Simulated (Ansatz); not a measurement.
# H7NO2Si: the cost of one run

All numbers below are computed with Ansatz 0.2.0 (RKS PBE-D4/6-31G*).

## Step 1: The system as given

Bond lengths: Si1–O2 2.072 Å, Si1–H3 1.461 Å, Si1–H4 1.471 Å, Si1–O5 1.616 Å, Si1–N7 2.122 Å, O2–H8 0.956 Å, O5–H9 0.956 Å, N7–H10 1.006 Å, N7–H11 1.007 Å. Angles (14 of 15 angles, heavy atoms first): O2–Si1–O5 88.4°, O2–Si1–N7 70.1°, O5–Si1–N7 114.4°, Si1–O2–H8 117.7°, O2–Si1–H3 85.8°, O2–Si1–H4 162.0°, H3–Si1–O5 124.1°, H3–Si1–N7 115.4°, H4–Si1–O5 95.9°, H4–Si1–N7 92.3°, Si1–O5–H9 117.5°, Si1–N7–H10 116.0°, Si1–N7–H11 115.1°, H3–Si1–H4 105.9°.

As a file:

```xyz
11

Si   -0.5363   -0.7228    0.1246
O     1.4215   -0.0932    0.3741
H     0.0375   -1.8947   -0.5326
H    -1.9696   -0.7380   -0.2051
O    -0.7350   -0.5875    1.7231
H     0.9560    0.8652   -0.3308
N    -0.2377    1.1214   -0.8810
H     2.1012   -0.5478   -0.1204
H     0.0390   -0.3932    2.2493
H    -0.3098    1.0941   -1.8843
H    -0.7667    1.8965   -0.5167
```

## Step 2: Pulling towards end A

Springs on the bonds that form and break draw the guess towards this end; the thresholds are loose.

File input.yaml:

```yaml
crystal:
  periodic: [false, false, false]
  atoms:
    - { symbol: Si, position_ang: [-0.5363, -0.7228, 0.1246] }
    - { symbol: O, position_ang: [1.4215, -0.0932, 0.3741] }
    - { symbol: H, position_ang: [0.0375, -1.8947, -0.5326] }
    - { symbol: H, position_ang: [-1.9696, -0.738, -0.2051] }
    - { symbol: O, position_ang: [-0.735, -0.5875, 1.7231] }
    - { symbol: H, position_ang: [0.956, 0.8652, -0.3308] }
    - { symbol: "N", position_ang: [-0.2377, 1.1214, -0.881] }
    - { symbol: H, position_ang: [2.1012, -0.5478, -0.1204] }
    - { symbol: H, position_ang: [0.039, -0.3932, 2.2493] }
    - { symbol: H, position_ang: [-0.3098, 1.0941, -1.8843] }
    - { symbol: H, position_ang: [-0.7667, 1.8965, -0.5167] }
basis:
  gaussian: { orbitals: "6-31G*" }
hamiltonian:
  xc: pbe
  dispersion: d4
relax:
  f_tol: 0.15
  max_steps: 25
  restrain:
    - { distance: [0, 6], at: 3.12, k: 30.0 }
    - { distance: [5, 1], at: 2.27, k: 30.0 }
    - { distance: [0, 1], at: 1.77, k: 30.0 }
    - { distance: [5, 6], at: 1.02, k: 30.0 }
output:
  orbitals: {}
```

Launch:

```bash
$ ansatz run input.yaml --threads 2 --pin off --max-ram 3072MiB --backend cpu --events-out ev --progress --plain --runs-dir out
```

Q: Estimate wall time and peak memory on 2 threads of Intel Xeon Platinum 8488C (Sapphire Rapids), shared host.

About 16 s, with a peak of 0.14 GiB.
